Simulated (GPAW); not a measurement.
The system is MgTiNbO4.

```
Nb Ti Mg O
1.0
     4.71026   -2.10295    0.00000
     4.71026    2.10295    0.00000
    -1.86680    0.00000    3.76678
Nb Ti Mg O
1 1 1 4
Direct
  0.00849 0.00849 0.00928
  0.75856 0.75856 0.25710
  0.50853 0.50853 0.50941
  0.26641 0.26641 0.26555
  0.50797 0.50797 0.00863
  0.75057 0.75057 0.74970
  0.00899 0.00899 0.50983
```

The cell comes from a database or a generator and needn't be the stable form of this composition.

Base run:

* Program: GPAW 26.7.0
* Functional: LDA
* Potentials or basis: the program's PAW data sets (release 1.2.1) made for this functional
* Cutoff: 600 eV
* Basis: pw
* k mesh: 5 × 5 × 5
* Occupations: fermi-dirac, width 0.05 eV
* Spin: no spin polarisation

Its results: band gap on the k mesh none (metal or under the smearing width); pressure -21.1 GPa; largest force 0.433 eV/Å.

Problem. The run is repeated on the same cell with these changes: functional from LDA to PBE; potentials or basis from the program's PAW data sets (release 1.2.1) made for this functional to GPAW PAW data sets (gpaw-data 1.2.1). What comes out?

Solution. Band gap on the k mesh none (metal or under the smearing width); pressure -8.0 GPa; largest force 0.261 eV/Å.

Caveats: the cutoff is short for stress and forces, so pressures can be off by a GPa or more; an odd number of electrons without spin polarisation forces a metal; a magnetic or distorted state may lie lower; semilocal functionals often make such compounds metallic where correlation or magnetic order opens a gap, which also shifts bond lengths; so large a pressure means that the cell lies far from this level's equilibrium, or that cutoff or potentials fall short (some runs).
